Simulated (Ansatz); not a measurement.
**Br2HInO: how energies converge with the basis set**

An exercise on one series of results from a longer session: the logs are not shown, and one member is left open.

Computed with Ansatz 0.2.0, Gaussian basis. Level: one geometry, several basis sets.

Plan: PBE0-D4/def2-SVP; ωB97M-V/def2-SVP; PBE0-D4/def2-QZVPP; ωB97M-V/def2-QZVPP; the functionals' def2-TZVPP values are taken from earlier runs.

**The geometry**

All runs share one geometry, relaxed beforehand with PBE0-D4 in a triple-zeta def2 set. In takes the def2 core potential; no spin-orbit term is included.

SMILES `[OH][In]([Br])[Br]`, 5 atoms, charge 0, spin multiplicity 1.

Atoms are counted from 1 here; the program's logs count them from 0.

Bond lengths: O1–In2 1.964 Å, O1–H5 0.962 Å, In2–Br3 2.448 Å, In2–Br4 2.431 Å. Angles: In2–O1–H5 111.8°, O1–In2–Br3 119.2°, O1–In2–Br4 119.0°, Br3–In2–Br4 121.7°.

The first run:

Input file in.yaml:

```yaml
crystal:
  periodic: [false, false, false]
  atoms:
    - {symbol: O, position_ang: [-0.236193, 1.558027, -0.040815]}
    - {symbol: In, position_ang: [-0.118032, -0.400281, -0.123998]}
    - {symbol: Br, position_ang: [1.736777, -1.535137, 1.001007]}
    - {symbol: Br, position_ang: [-1.820545, -1.634214, -1.343238]}
    - {symbol: H, position_ang: [0.487894, 1.937903, 0.465545]}
basis:
  gaussian: {orbitals: def2-SVP}
hamiltonian: {xc: pbe0, dispersion: d4}
output: {orbitals: {seedname: orbitals}}
```

On the command line:

```
> ansatz run in.yaml --threads 4 --pin off --events-out ev --progress --plain --max-ram 10444MiB
```

Among the steps run: PBE0-D4 in def2-SVP; ωB97M-V in def2-SVP; PBE0-D4 in def2-QZVPP; ωB97M-V in def2-QZVPP.

One table of the session follows, with a row left open; its other results are not shown here.

It belongs to the step «Functionals by basis». 

```
functional       basis  HOMO (eV)  LUMO (eV)
   PBE0-D4    def2-SVP      -8.57      -2.49
   PBE0-D4  def2-TZVPP      -8.70      -2.63
   PBE0-D4  def2-QZVPP          ?          ?
   ωB97M-V    def2-SVP     -10.75      -0.50
   ωB97M-V  def2-TZVPP     -10.90      -0.73
   ωB97M-V  def2-QZVPP     -10.92      -0.83
```

**Question.** Estimate the row for PBE0-D4, def2-QZVPP.

The run gave: HOMO (eV): -8.71; LUMO (eV): -2.66. In the column «HOMO (eV)» it lies between ωB97M-V, def2-SVP (-10.75) and PBE0-D4, def2-TZVPP (-8.70).
